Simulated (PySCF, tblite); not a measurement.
**C9H14: geometry, infrared bands and NMR shifts**

What infrared bands and NMR shifts should C9H14 (`C=C(C#CC)C(C)(C)C`) show?

Computed with tblite 0.8.0 and PySCF 2.14.0, with density-fitted response routines of our own, on a single molecule in the gas phase. Atoms are numbered from 0 throughout.

### Step 1. The starting structure

23 atoms, charge 0, multiplicity 1; geometry from: force field or distance geometry start.

Bonds of the start (Å): C0–C1 1.35, C1–C2 1.44, C2–C3 1.20, C3–C4 1.46, C1–C5 1.54, C5–C6 1.54, C5–C7 1.53, C5–C8 1.54, C0–H9 1.08, C0–H10 1.09, C4–H11 1.09, C4–H12 1.09, C4–H13 1.09, C6–H14 1.10, C6–H15 1.11, C6–H16 1.09, C7–H17 1.10, C7–H18 1.09, C7–H19 1.10, C8–H20 1.09, C8–H21 1.10, C8–H22 1.09.

### Step 2. Geometry optimisation with GFN2-xTB

Job settings and geometry (Å):

```
{"job": {"kind": "relax", "xc": "GFN2-xTB", "basis": "xTB"}, "charge": 0, "multiplicity": 1}
C      0.113000     0.237300     2.226900
C      0.126900     0.092500     0.881800
C      1.434900    -0.099900     0.303600
C      2.507100    -0.243200    -0.205700
C      3.823500    -0.440600    -0.796400
C     -1.116200     0.098200    -0.023800
C     -2.438400     0.308400     0.738400
C     -1.209100    -1.240700    -0.768200
C     -0.983800     1.238800    -1.049800
H      1.015000     0.221500     2.819500
H     -0.815300     0.384500     2.784300
H      4.222100     0.509400    -1.164100
H      3.762300    -1.126300    -1.641900
H      4.536200    -0.852400    -0.081100
H     -2.456400     1.272400     1.276000
H     -2.616000    -0.493700     1.483200
H     -3.292200     0.309300     0.057600
H     -1.282400    -2.091700    -0.071900
H     -0.351500    -1.416500    -1.417200
H     -2.102200    -1.272100    -1.403100
H     -0.123700     1.118700    -1.702300
H     -0.890700     2.216600    -0.552100
H     -1.867800     1.296400    -1.683500
```

The run is started by

```
> OMP_NUM_THREADS=1 python probes_run.py task.json out
```

The driver reads the jobs from task.json and runs them one after another.

**Question.** This job is followed by: GFN2-xTB harmonic vibrations, gas phase; GIAO PBE0/pcSseg-1 NMR shielding, non-relativistic, gas phase. Predict these results of the whole session: strongest single infrared mode (GFN2-xTB); zero-point energy (GFN2-xTB); 13C shifts against TMS (PBE0/pcSseg-1, means over atoms taken as alike); 1H shifts against TMS (PBE0/pcSseg-1, means over atoms taken as alike).

**Answer**, as computed:

| quantity | value |
| --- | --- |
| strongest single infrared mode (GFN2-xTB) | 3028 cm⁻¹, 94 km/mol |
| zero-point energy (GFN2-xTB) | 124.9 kcal/mol |
| 13C shifts against TMS (PBE0/pcSseg-1, means over atoms taken as alike) | 150.0, 124.3, 97.5, 87.4, 38.8, 30.7, 5.6 ppm |
| 1H shifts against TMS (PBE0/pcSseg-1, means over atoms taken as alike) | 5.65, 5.44, 2.22, 1.16 ppm |

In words: The optimisation took 54 steps and gained 0.135 eV; among the close pairs (by a distance rule), C1–C2 changed most, from 1.443 to 1.420 Å. The lowest mode is imaginary (42i cm⁻¹), so the xTB geometry is not a minimum. Unscaled tight-binding wavenumbers are off by several per cent, some by more. Its intensities can rank the bands wrongly. C1 (fully substituted alkene carbon) lies farthest downfield among carbon, at 150.0 ppm; the olefinic region. At PBE0/pcSseg-1: The widest tensor belongs to C2: span 273 ppm, with a paramagnetic part of -153 ppm.
